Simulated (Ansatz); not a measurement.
# TiRh3: the cost of one run

Method: DFT PBEsol, scalar-relativistic, plane waves, PAW, in Ansatz 0.2.0.

### 1 The structure to begin with

It takes space group Pm-3m (No. 221, cubic). The conventional cell has a = 3.822 Å, b = 3.822 Å, c = 3.822 Å, α = 90.00°, β = 90.00°, γ = 90.00°. Around Ti (site symmetry m-3m) lie 12 Rh at 2.70 Å. Around Rh (site symmetry 4/mmm) lie 4 Ti at 2.70 Å and 8 Rh at 2.70 Å.

Structure file:

```xyz
4
Lattice="3.8220 0.0000 0.0000 0.0000 3.8220 0.0000 0.0000 0.0000 3.8220" Properties=species:S:1:pos:R:3 pbc="T T T"
Ti    0.0000    0.0000    0.0000
Rh    0.0000    1.9110    1.9110
Rh    1.9110    0.0000    1.9110
Rh    1.9110    1.9110    0.0000
```

The structure comes from the Crystallography Open Database.

### 2 Self-consistent density

Contents of input.yaml:

```yaml
crystal:
  lattice:
    - [3.822, 0.0, 0.0]
    - [0.0, 3.822, 0.0]
    - [0.0, 0.0, 3.822]
  atoms:
    - { symbol: Ti, position: [0.0, 0.0, 0.0] }
    - { symbol: Rh, position: [0.0, 0.5, 0.5] }
    - { symbol: Rh, position: [0.5, 0.0, 0.5] }
    - { symbol: Rh, position: [0.5, 0.5, 0.0] }
basis:
  ecutwfc: 500
  fft_grid_basis: typed
kpoints:
  mp_grid: { grid: [10, 10, 10] }
hamiltonian:
  xc: pbesol
  pseudopotentials: { kind: paw }
scf:
  occupations: { method: gaussian, width: 0.05 }
output:
  forces: true
  stress: true
  eigenvalues: true
  bader: true
  write_density: true
  volumetric_format: npy
  elf: true
```

The run is started by

```console
$ ansatz run input.yaml --threads 1 --pin off --max-ram 2560MiB --backend cpu --events-out ev --progress --plain --runs-dir out
```

What time and memory should one allow on 1 thread of Arm Neoverse N1, shared host?

About 40 s, with a peak of 0.4 GiB.
